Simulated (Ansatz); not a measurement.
**CH4OSn: functionals against CCSD(T) at one geometry**

The task here is to estimate one member of a computed series from the others.

Method: single points in def2-TZVPP; program: Ansatz 0.2.0, Gaussian basis.

Correlated methods freeze the cores. Filled d shells of the heavier atoms are correlated. Core potentials replace the inner electrons past krypton, and spin-orbit coupling is left out.

## The system as given

7 atoms, charge 0, spin multiplicity 1.

Atoms are counted from 1 here; the program's logs count them from 0.

Bond lengths: O1–C2 1.119 Å, C2–Sn3 2.182 Å, C2–H4 1.055 Å, Sn3–H5 1.681 Å, Sn3–H6 1.667 Å, Sn3–H7 1.773 Å. Angles: O1–C2–Sn3 112.6°, O1–C2–H4 133.3°, Sn3–C2–H4 114.0°, C2–Sn3–H5 112.5°, C2–Sn3–H6 114.2°, C2–Sn3–H7 112.4°, H5–Sn3–H6 97.9°, H5–Sn3–H7 110.8°, H6–Sn3–H7 108.2°.

Coordinates:

```
O    -0.2113   -1.7636    1.2519
C    -0.3862   -1.4056    0.2066
Sn    0.2833    0.6483   -0.0977
H    -0.7399   -1.8754   -0.6699
H    -0.4288    1.3652   -1.4409
H    -0.2639    1.7231    1.0524
H     2.0493    0.7770   -0.1786
```

The first run:

run/in.yaml reads:

```yaml
crystal:
  periodic: [false, false, false]
  atoms:
    - {symbol: O, position_ang: [-0.211300, -1.763600, 1.251900]}
    - {symbol: C, position_ang: [-0.386200, -1.405600, 0.206600]}
    - {symbol: Sn, position_ang: [0.283300, 0.648300, -0.097700]}
    - {symbol: H, position_ang: [-0.739900, -1.875400, -0.669900]}
    - {symbol: H, position_ang: [-0.428800, 1.365200, -1.440900]}
    - {symbol: H, position_ang: [-0.263900, 1.723100, 1.052400]}
    - {symbol: H, position_ang: [2.049300, 0.777000, -0.178600]}
basis:
  gaussian: {orbitals: def2-TZVPP}
correlation: {method: ccsd_t}
output: {forces: true}
```

No record of the launch command was kept for these runs.

Among the steps run: CCSD(T)/def2-TZVPP; PBE0-D4/def2-TZVPP; wB97M-V/def2-TZVPP; r2SCAN-D4/def2-TZVPP; PBE-D4/def2-TZVPP; revPBE-D4/def2-TZVPP; BLYP-D4/def2-TZVPP.

One table of the session follows, with a row left open; its other results are not shown here.

| method | RMS force component (eV/Å) | angle to CCSD(T) forces (°) | dipole (D) |
| --- | --- | --- | --- |
| CCSD(T) | 3.052 | reference | 1.49 |
| PBE0-D4 | ? | ? | ? |
| wB97M-V | 2.765 | 2.0 | 1.52 |
| r2SCAN-D4 | 2.714 | 3.0 | 1.51 |
| PBE-D4 | 2.894 | 3.8 | 1.47 |
| revPBE-D4 | 2.988 | 4.0 | 1.47 |
| BLYP-D4 | 2.913 | 4.2 | 1.50 |

Q: Estimate the row for PBE0-D4 from the others.

As computed: RMS force component (eV/Å): 2.663; angle to CCSD(T) forces (°): 3.3; dipole (D): 1.52. In the column «RMS force component (eV/Å)» it is the lowest.
